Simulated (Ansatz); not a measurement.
# SbNH₄ (SMILES [NH2][SbH2]): one structure at several levels

A test off equilibrium: a structure displaced at random from a GFN2-xTB minimum is computed at several levels, and each is set against CCSD(T).

Computed with Ansatz 0.2.0, Gaussian basis. Level: single points in def2-TZVPP.

Correlated methods freeze the cores. Filled d shells of the heavier atoms are correlated. Core potentials replace the inner electrons past krypton, and spin-orbit coupling is left out. B3LYP uses VWN-RPA correlation.

### Step 1. The system as given

SMILES `[NH2][SbH2]`, 6 atoms, charge 0, spin multiplicity 1.

Atoms are counted from 1 here; the program's logs count them from 0.

Bond lengths: N1–Sb2 1.985 Å, N1–H3 1.012 Å, N1–H4 1.136 Å, Sb2–H5 1.935 Å, Sb2–H6 1.681 Å. Angles: Sb2–N1–H3 116.1°, Sb2–N1–H4 96.0°, H3–N1–H4 101.2°, N1–Sb2–H5 95.0°, N1–Sb2–H6 98.6°, H5–Sb2–H6 94.0°.

Geometry (Å):

```xyz
6

N    -0.3027   -0.9485   -0.0303
Sb    0.6171    0.8039    0.1212
H     0.0984   -1.6075   -0.6851
H     0.0713   -1.3642    0.9591
H    -0.1379    1.5336   -1.5040
H    -0.4867    1.5808    1.1225
```

### Step 2. CCSD(T)/def2-TZVPP

run/in.yaml

```yaml
crystal:
  periodic: [false, false, false]
  atoms:
    - {symbol: N, position_ang: [-0.302700, -0.948500, -0.030300]}
    - {symbol: Sb, position_ang: [0.617100, 0.803900, 0.121200]}
    - {symbol: H, position_ang: [0.098400, -1.607500, -0.685100]}
    - {symbol: H, position_ang: [0.071300, -1.364200, 0.959100]}
    - {symbol: H, position_ang: [-0.137900, 1.533600, -1.504000]}
    - {symbol: H, position_ang: [-0.486700, 1.580800, 1.122500]}
basis:
  gaussian: {orbitals: def2-TZVPP}
correlation: {method: ccsd_t}
output: {forces: true}
```

No record of the launch command was kept for these runs.

### Step 3. PBE0-D4/def2-TZVPP

Edit run/in.yaml of step 2 so:

```diff
@@ -11,3 +11,3 @@
   gaussian: {orbitals: def2-TZVPP}
-correlation: {method: ccsd_t}
-output: {forces: true}
+hamiltonian: {xc: pbe0, dispersion: d4}
+output: {forces: true, orbitals: {seedname: orbitals}}
```

### Step 4. wB97M-V/def2-TZVPP

Edit run/in.yaml of step 3 so:

```diff
@@ -11,3 +11,3 @@
   gaussian: {orbitals: def2-TZVPP}
-hamiltonian: {xc: pbe0, dispersion: d4}
-output: {forces: true, orbitals: {seedname: orbitals}}
+hamiltonian: {xc: {name: wB97M-V}}
+output: {forces: true}
```

### Step 5. r2SCAN-D4/def2-TZVPP

Edit run/in.yaml of step 4 so:

```diff
@@ -11,3 +11,3 @@
   gaussian: {orbitals: def2-TZVPP}
-hamiltonian: {xc: {name: wB97M-V}}
+hamiltonian: {xc: r2scan, dispersion: d4}
 output: {forces: true}
```

### Step 6. PBE-D4/def2-TZVPP

Edit run/in.yaml of step 5 so:

```diff
@@ -11,3 +11,3 @@
   gaussian: {orbitals: def2-TZVPP}
-hamiltonian: {xc: r2scan, dispersion: d4}
+hamiltonian: {xc: pbe, dispersion: d4}
 output: {forces: true}
```

### Step 7. B3LYP-D4/def2-TZVPP

Edit run/in.yaml of step 6 so:

```diff
@@ -11,3 +11,3 @@
   gaussian: {orbitals: def2-TZVPP}
-hamiltonian: {xc: pbe, dispersion: d4}
+hamiltonian: {xc: {name: B3LYP}, dispersion: d4}
 output: {forces: true}
```

### Step 8. CAM-B3LYP-D4/def2-TZVPP

Edit run/in.yaml of step 7 so:

```diff
@@ -11,3 +11,3 @@
   gaussian: {orbitals: def2-TZVPP}
-hamiltonian: {xc: {name: B3LYP}, dispersion: d4}
+hamiltonian: {xc: {name: CAM-B3LYP}, dispersion: d4}
 output: {forces: true}
```

(Steps that only read results are left out.)

Q: Predict the outcome of this session. Wanted: energy less free atoms, CCSD(T)/def2-TZVPP; RMS force component; RMS force error; HOMO and LUMO, PBE0-D4; T1 diagnostic.

**Answer**, as computed:

```
                                  quantity                                                                                                 value
energy less free atoms, CCSD(T)/def2-TZVPP                                                                                        -1434.9 kJ/mol
                       RMS force component                                                                  1.549 to 1.618 eV/Å over the methods
                           RMS force error  PBE0-D4 0.086, wB97M-V 0.079, r2SCAN-D4 0.091, PBE-D4 0.242, B3LYP-D4 0.134, CAM-B3LYP-D4 0.106 eV/Å
                    HOMO and LUMO, PBE0-D4                                                                                    -6.48 and -0.85 eV
                             T1 diagnostic                                                                                                 0.015
```

**Reading.** Against CCSD(T) the functionals' energies less atoms differ by -89.1 to -33.7 kJ/mol, PBE-D4 by -89.1 kJ/mol. The reference is not at the basis limit: in triple zeta CCSD(T) underbinds, which counts against methods that bind more; the gaps are no ranking. For forces wB97M-V does best and PBE-D4 worst. Frozen-core CCSD(T) forces in triple zeta carry basis errors of their own, and this is one geometry, so small gaps rank nothing.
